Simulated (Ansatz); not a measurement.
**YSn3: a hydrostatic pressure series**

An exercise on one series of results from a longer session: the logs are not shown, and one member is left open.

Method: DFT PBEsol, scalar-relativistic, plane waves, PAW, in Ansatz 0.2.0.

1 further run of the same task is left out (set aside as unsound or not needed).

### The starting structure

The structure is cubic, space group Pm-3m (No. 221). The conventional cell has a = 4.647 Å, b = 4.647 Å, c = 4.647 Å, α = 90.00°, β = 90.00°, γ = 90.00°. Y (site symmetry m-3m) has 12 Sn at 3.29 Å in its first shell of neighbours. Sn (site symmetry 4/mmm) has 4 Y at 3.29 Å and 8 Sn at 3.29 Å in its first shell of neighbours.

As a file:

```
CELL_PARAMETERS angstrom
4.64713 0.00000 0.00000
0.00000 4.64713 0.00000
0.00000 0.00000 4.64713
ATOMIC_POSITIONS crystal
Y 0.00000 0.00000 0.00000
Sn 0.00000 0.50000 0.50000
Sn 0.50000 0.00000 0.50000
Sn 0.50000 0.50000 0.00000
```

It is the result of an earlier relaxation at this level (volume 25.09 Å³/atom; gap on the mesh: none (metal)).

The first run:

Input file input.yaml:

```yaml
crystal:
  lattice:
    - [4.6910510864, 0.0, 0.0]
    - [0.0, 4.6910510864, 0.0]
    - [0.0, 0.0, 4.6910510864]
  atoms:
    - { symbol: "Y", position: [0.0, 0.0, 0.0] }
    - { symbol: Sn, position: [0.0, 0.5, 0.5] }
    - { symbol: Sn, position: [0.5, 0.0, 0.5] }
    - { symbol: Sn, position: [0.5, 0.5, 0.0] }
basis:
  ecutwfc: 420
kpoints:
  mp_grid: { grid: [10, 10, 10] }
hamiltonian:
  xc: pbesol
scf:
  occupations: { method: gaussian, width: 0.1 }
output:
  forces: true
  stress: true
  eigenvalues: true
relax:
  adjacent_minimum: "off"
  f_tol: 0.008
  max_steps: 50
  cell: { stress_tol: 0.08, p_target: -3.0 }
```

Run with:

```console
ansatz run input.yaml --threads 1 --pin off --max-ram 2560MiB --backend cpu --events-out ev --progress --plain --runs-dir out
```

Among the steps run: -3 GPa; Target pressure 3 GPa; 8 GPa; Target pressure 15 GPa; 30 GPa; 60 GPa.

One table of the session follows, with a row left open; its other results are not shown here.

Lengths are those of the vectors of the cell that was run:

```
P (GPa)  V (Å³/atom)  a (Å)  b (Å)  c (Å)  ΔH (eV/atom)
     -3        26.44  4.729  4.729  4.729        -0.482
      0        25.09  4.647  4.647  4.647         0.000
      3        24.05  4.582  4.582  4.582         0.460
      8        22.71  4.496  4.496  4.496         1.188
     15            ?      ?      ?      ?             ?
     30        19.35  4.262  4.262  4.262         4.046
     60        17.03  4.084  4.084  4.084         7.430
```

**Question.** Estimate the row for P (GPa) = 15.

Worked estimate for «V (Å³/atom)». A straight line through the neighbours (8, 22.71) and (30, 19.35) gives 22.71 + (19.35 − 22.71) × (15 − 8) / (30 − 8) = 21.64; a parabola fitted to 4 rows on both sides gives 21.56.

The run gave: V (Å³/atom): 21.34; a (Å): 4.403; b (Å): 4.403; c (Å): 4.403; ΔH (eV/atom): 2.149. In «V (Å³/atom)» the line misses by +0.30 and the parabola by +0.22.

ΔH is E + PV over the energy at zero pressure; a, b and c are the vectors of the computed cell. 
